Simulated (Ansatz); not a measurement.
# GaI₃: small, medium and large basis sets

The task here is to estimate one member of a computed series from the others.

Program: Ansatz 0.2.0, Gaussian basis. Level of theory: one geometry, several basis sets. These are calculated values, not measurements.

The runs, in order: PBE0-D4/def2-SVP; ωB97M-V/def2-SVP; PBE0-D4/def2-QZVPP; ωB97M-V/def2-QZVPP; the functionals' def2-TZVPP values are taken from earlier runs.

**The geometry**

The geometry comes from an earlier relaxation with PBE0-D4 in a triple-zeta def2 set; it is a stationary point. I takes the def2 core potential; no spin-orbit term is included.

SMILES `[I][Ga]([I])[I]`, 4 atoms, charge 0, spin multiplicity 1.

Atoms are counted from 1 here; the program's logs count them from 0.

Bond lengths: I1–Ga2 2.468 Å, Ga2–I3 2.468 Å, Ga2–I4 2.468 Å. Angles: I1–Ga2–I3 120.0°, I1–Ga2–I4 120.0°, I3–Ga2–I4 120.0°.

Coordinates:

```xyz
4
charge 0, multiplicity 1
I     1.6682   -0.2204    1.8155
Ga    0.0139   -0.0151   -0.0051
I    -1.3031   -1.9824   -0.7039
I    -0.3235    2.1577   -1.1269
```

The first run:

in.yaml

```yaml
crystal:
  periodic: [false, false, false]
  atoms:
    - {symbol: I, position_ang: [1.668182, -0.220425, 1.815538]}
    - {symbol: Ga, position_ang: [0.013929, -0.015061, -0.005071]}
    - {symbol: I, position_ang: [-1.303094, -1.982424, -0.703918]}
    - {symbol: I, position_ang: [-0.323517, 2.157711, -1.126949]}
basis:
  gaussian: {orbitals: def2-SVP}
hamiltonian: {xc: pbe0, dispersion: d4}
output: {orbitals: {seedname: orbitals}}
```

Among the steps run: PBE0-D4 in def2-SVP; ωB97M-V in def2-SVP; PBE0-D4 in def2-QZVPP; ωB97M-V in def2-QZVPP.

One of the session's tables, all rows but one given; the rest of the session is left out.

It belongs to the step «Density functionals: the series». 

```
functional       basis  HOMO (eV)  LUMO (eV)
   PBE0-D4    def2-SVP      -7.72      -2.50
   PBE0-D4  def2-TZVPP          ?          ?
   PBE0-D4  def2-QZVPP      -7.78      -2.53
   ωB97M-V    def2-SVP      -9.79      -0.66
   ωB97M-V  def2-TZVPP      -9.88      -0.76
   ωB97M-V  def2-QZVPP      -9.89      -0.80
```

**Question.** Estimate the row for PBE0-D4, def2-TZVPP.

As computed: HOMO (eV): -7.77; LUMO (eV): -2.52. In the column «HOMO (eV)» it lies between PBE0-D4, def2-QZVPP (-7.78) and PBE0-D4, def2-SVP (-7.72).
